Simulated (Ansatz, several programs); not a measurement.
Si3Sn as one 4-atom ordering (P-4m2) on the diamond lattice, relaxed with r2SCAN in Ansatz (plane waves, PAW): space group P-4m2 (No. 115), tetragonal; a = 4.038 Å, c = 5.749 Å in the conventional setting, 23.43 Å³ an atom. Si is surrounded by 2 Si at 2.40 Å and 2 Sn at 2.56 Å; Si is surrounded by 4 Si at 2.40 Å; Sn is surrounded by 4 Si at 2.56 Å. The cell was then scaled with its shape and fractional coordinates held, which makes it stiffer than a relaxed compression. Values at 0 K without nuclear motion; spin polarisation is off, and the phase may be a hypothetical one.

| V (Å³/atom) | E (meV/atom) |
| --- | --- |
| 22.024 | 23.09 |
| 22.726 | 5.45 |
| 23.429 | 0.00 |
| 24.835 | 18.63 |

(1) Pass a cubic E = c₀ + c₁u + c₂u² + c₃u³, with u = V − 23.254 Å³, through these points.

(2) Where is the minimum, and what bulk modulus follows?

(3) Predict the energy and the pressure at the withheld volume, 24.132 Å³.

## Answers

(1) c₀ = 0.31, c₁ = -3.680, c₂ = 11.011, c₃ = -0.8568 (meV and Å³).

(2) dE/du = 0 at u = +0.170, so V₀ = 23.42 Å³. B = V₀ d²E/dV² = 23.42 × (2c₂ + 6c₃u) = 23.42 × 21.145 = 495 meV/Å³, and 1 meV/Å³ is 0.16022 GPa: 79 GPa. A third-order Birch-Murnaghan fit to all five points gives 23.43 Å³ and 79 GPa.

(3) With u = +0.878: E ≈ 4.99 meV and P = −dE/dV ≈ -2.19 GPa. The run gives 4.92 meV and, from its stress, -2.18 GPa.
